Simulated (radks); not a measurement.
# Valence configurations of Lu⁺

One table from this session's results is given with a row withheld; the runs are named, their logs left out.

The numbers are computed with radks (a radial shooting solver on a logarithmic mesh, Libxc functionals) version 1 (scalar-relativistic Kohn-Sham, r2SCAN, spin-polarised, spherical densities, finite nucleus; open shells are filled with parallel spins first), except any that are marked as measured or tabulated.

### Starting point

```
element            : lutetium (Z = 71)
charge             : +1
electrons          : 70
configuration      : [Xe] 4f14 6s2
nuclear rms radius : 5.37 fm
others tried       : 4f13 5d1 6s2; 4f13 5d1 6s1.5 6p0.5; 4f13 5d0.5 6s2 6p0.5; 4f13 5d2 6s0.5 6p0.5; 4f12 5d2 6s2; 4f14 5d2; 4f12.5 5d1 6s2 6p0.5; 4f13 6s2 6p1; 4f14 5d1 6s1
```

The outer shells:

Lu⁺
```
[Xe] core
4f [↑↓][↑↓][↑↓][↑↓][↑↓][↑↓][↑↓]
6s [↑↓]
```

The first run:

Input:

```text
Z 71
configuration [Xe] 4f14 6s2
relativity scalar-relativistic
functional r2scan,r2scan
spin polarised
nucleus finite rms 5.37 fm
c 137.035999084
```

Steps of the session up to this table: [Xe] 4f14 6s2.

One of the session's tables, all rows but one given; the rest of the session is left out.

From the orbitals of this run (lengths in bohr):

| level | <r> | outermost maximum (interpolated) | 90 % within | nodes |
| --- | --- | --- | --- | --- |
| 3d | 0.1925 | 0.158 | 0.299 | 0 |
| 4s | 0.4782 | 0.446 | 0.686 | 3 |
| 4p | 0.5078 | 0.467 | 0.738 | 2 |
| 4d | 0.5478 | 0.481 | 0.823 | 1 |
| 5s | 1.171 | 1.04 | 1.69 | 4 |
| 5p | ? | ? | ? | ? |
| 4f | 0.7192 | 0.470 | 1.24 | 0 |
| 6s | 3.301 | 2.90 | 4.78 | 5 |

Estimate the missing values for 5p.

The run gave: <r>: 1.380; outermost maximum (interpolated): 1.19; 90 % within: 2.03; nodes: 3. In the column «<r>» it lies between 5s (1.171) and 6s (3.301).
